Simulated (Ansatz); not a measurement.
# C2H5FSeSi: one species, many methods

One table from this session's results is given with a row withheld; the runs are named, their logs left out.

The runs use Ansatz 0.2.0, Gaussian basis; functionals in def2-TZVPP, the program's frozen cores in correlated methods.

Levels to be run: PBE-D4, r2SCAN-D4, PBE0-D4, B3LYP-D4, ωB97X-V, ωB97M-V, B2PLYP; CCSD(T)/def2-TZVPP; MP2/def2-QZVPP; extrapolation to the limit.

**The relaxed structure**

All runs share one geometry, relaxed beforehand with PBE0-D4 in a triple-zeta def2 set.

10 atoms, charge 0, spin multiplicity 1.

Atoms are counted from 1 here; the program's logs count them from 0.

Bond lengths: C1–C2 1.330 Å, C1–H6 1.086 Å, C1–H7 1.086 Å, C2–Se3 1.911 Å, C2–Si4 1.851 Å, Se3–H8 1.471 Å, Si4–F5 1.600 Å, Si4–H9 1.484 Å, Si4–H10 1.481 Å. Angles: C2–C1–H6 122.9°, C2–C1–H7 120.2°, H6–C1–H7 116.9°, C1–C2–Se3 120.8°, C1–C2–Si4 124.3°, Se3–C2–Si4 114.6°, C2–Se3–H8 95.1°, C2–Si4–F5 109.1°, C2–Si4–H9 109.7°, C2–Si4–H10 110.9°, F5–Si4–H9 108.5°, F5–Si4–H10 108.3°, H9–Si4–H10 110.3°.

Set-up of the first run:

Contents of in.yaml:

```yaml
crystal:
  periodic: [false, false, false]
  atoms:
    - {symbol: C, position_ang: [-0.338647, -0.032262, 1.649903]}
    - {symbol: C, position_ang: [0.202546, -0.252703, 0.455063]}
    - {symbol: Se, position_ang: [1.701275, -1.422511, 0.259732]}
    - {symbol: Si, position_ang: [-0.280009, 0.645629, -1.089558]}
    - {symbol: F, position_ang: [-1.609602, 1.491482, -0.809930]}
    - {symbol: H, position_ang: [-0.017486, -0.551458, 2.548333]}
    - {symbol: H, position_ang: [-1.137635, 0.694423, 1.762337]}
    - {symbol: H, position_ang: [1.339637, -1.873668, -1.093103]}
    - {symbol: H, position_ang: [-0.563740, -0.332317, -2.169015]}
    - {symbol: H, position_ang: [0.786863, 1.582285, -1.510661]}
basis:
  gaussian: {orbitals: def2-TZVPP}
hamiltonian: {xc: pbe, dispersion: d4}
output: {forces: true, orbitals: {seedname: orbitals}}
```

On the command line:

```bash
ansatz run in.yaml --threads 4 --pin off --events-out ev --progress --plain --max-ram 10444MiB
```

Steps of the session up to this table: PBE-D4 (GGA); r2SCAN-D4 (meta-GGA); PBE0-D4 (hybrid); B3LYP-D4 (hybrid); ωB97X-V (range-separated); ωB97M-V (range-separated); B2PLYP (double hybrid); CCSD(T) in def2-TZVPP; MP2 in def2-QZVPP.

One table of the session follows, with a row left open; its other results are not shown here.

```
            method  atomisation energy (eV)
            PBE-D4                   38.587
         r2SCAN-D4                   38.048
           PBE0-D4                   37.878
          B3LYP-D4                   37.862
           ωB97X-V                   37.994
           ωB97M-V                        ?
            B2PLYP                   37.485
     HF/def2-TZVPP                   27.666
    MP2/def2-TZVPP                   37.694
   CCSD/def2-TZVPP                   36.380
CCSD(T)/def2-TZVPP                   37.010
           MP2/CBS                   38.734
       CCSD(T)/CBS                   38.050
```

**Question.** Estimate the row for ωB97M-V.

The run gave: atomisation energy (eV): 37.902. In the column «atomisation energy (eV)» it lies between PBE0-D4 (37.878) and ωB97X-V (37.994).
